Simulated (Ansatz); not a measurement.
**BGe (quartet): the correlation ladder at distance Ge1–B2 = 1.977 Å, cc-pVDZ**

How much of the correlation energy of BGe (quartet) does each wave-function method recover here?

The runs use Ansatz 0.2.0, Gaussian basis; cc-pVDZ, core rule «outside noble gas», up to 15 orbitals frozen.

Plan: UHF; CCSD(T) on ROHF; CCSD(T) on UHF; BCCD(T) on ROHF; CISD; CCSDT(Q) on ROHF; CCSDT(Q) on UHF; CASSCF and MRCISD+Q, 5 electrons in 5 orbitals; CASSCF and NEVPT2, 5 electrons in 5 orbitals; CASSCF and MRCISD+Q, 7 electrons in 8 orbitals; CASSCF and MRCISD+Q(relaxed), 7 electrons in 8 orbitals; CASSCF and NEVPT2, 7 electrons in 8 orbitals; Full CI.

16 further runs of the same task are left out: 1 for a known fault of the program, 11 that didn't finish, 4 set aside as unsound or not needed.

### 1 The system

The geometry derives from a PBE0/def2-TZVP stationary point (not a proven minimum). One bond is set to the value named and the two fragments are kept rigid. No spin-orbit coupling is included. The filled d shell of Ge may be among the frozen orbitals whatever the setting's name suggests; the logs give the count.

2 atoms, charge 0, spin multiplicity 4.

Atoms are counted from 1 here; the program's logs count them from 0.

Bond lengths: Ge1–B2 1.977 Å.

### 2 UHF

in.yaml

```yaml
crystal:
  periodic: [false, false, false]
  atoms:
    - {symbol: Ge, position_ang: [0.000000, 0.000000, 0.000000]}
    - {symbol: B, position_ang: [0.000000, 0.000000, 1.977400]}
basis:
  gaussian: {orbitals: cc-pVDZ}
magnetization: {spin_polarized: true, initial_magnetization: 3}
hamiltonian: {xc: hf}
output: {orbitals: {seedname: orbitals}}
```

On the command line:

```bash
> ansatz run in.yaml --threads 1 --pin off --events-out ev --progress --plain --max-ram 2393MiB
```

Further steps of the session: CCSD(T) on ROHF; CCSD(T) on UHF; BCCD(T) on ROHF; CISD; CCSDT(Q) on ROHF; CCSDT(Q) on UHF; CASSCF and MRCISD+Q, 5 electrons in 5 orbitals; CASSCF and NEVPT2, 5 electrons in 5 orbitals; CASSCF and MRCISD+Q, 7 electrons in 8 orbitals; CASSCF and MRCISD+Q(relaxed), 7 electrons in 8 orbitals; CASSCF and NEVPT2, 7 electrons in 8 orbitals; Full CI.

Before running them: what should the planned runs give, taken together? Wanted: FCI below the RHF energy; RMP2 from FCI; UMP2 from FCI; RCCSD from FCI; RCCSD(T) from FCI; UCCSD(T) from FCI; RCCSDT(Q) from FCI; UCCSDT(Q) from FCI; NEVPT2 pair from FCI.

As calculated:

| quantity | value |
| --- | --- |
| FCI below the RHF energy | -3.9518 eV |
| RMP2 from FCI | +23.53 kcal/mol |
| UMP2 from FCI | +23.72 kcal/mol |
| RCCSD from FCI | +5.87 kcal/mol |
| RCCSD(T) from FCI | +1.51 kcal/mol |
| UCCSD(T) from FCI | +1.37 kcal/mol |
| RCCSDT(Q) from FCI | +0.07 kcal/mol |
| UCCSDT(Q) from FCI | -0.09 kcal/mol |
| NEVPT2 pair from FCI | +23.36 kcal/mol |
| MRCISD+Q pair from FCI | +2.14 kcal/mol |
| NEVPT2 valence from FCI | +12.12 kcal/mol |
| levels within 1 kcal/mol (43 meV) | RCCSDT, UCCSDT, RCCSDT(Q), UCCSDT(Q), MRCISD+Q valence, MRCISD+Q(relaxed) valence |
| T1 diagnostic | 0.043 |
| effectively unpaired electrons | 3.09 |

RCCSD(T) lands +1.51 kcal/mol from the yardstick (1.7 % of the correlation energy). UCCSDT(Q), MRCISD+Q valence, MRCISD+Q(relaxed) valence fall below full CI: unrestricted runs freeze a spin-polarised core, another one than full CI's, and coupled cluster isn't variational. The occupations are near whole numbers, but T1 = 0.043 shows that the orbitals relax strongly. Of the multireference levels listed MRCISD+Q valence comes nearest in total energy (-0.17 kcal/mol), which doesn't show that its space is the better one. These misses are within one basis, not against nature; the frozen cores of restricted and unrestricted runs differ, which can shift their rows.
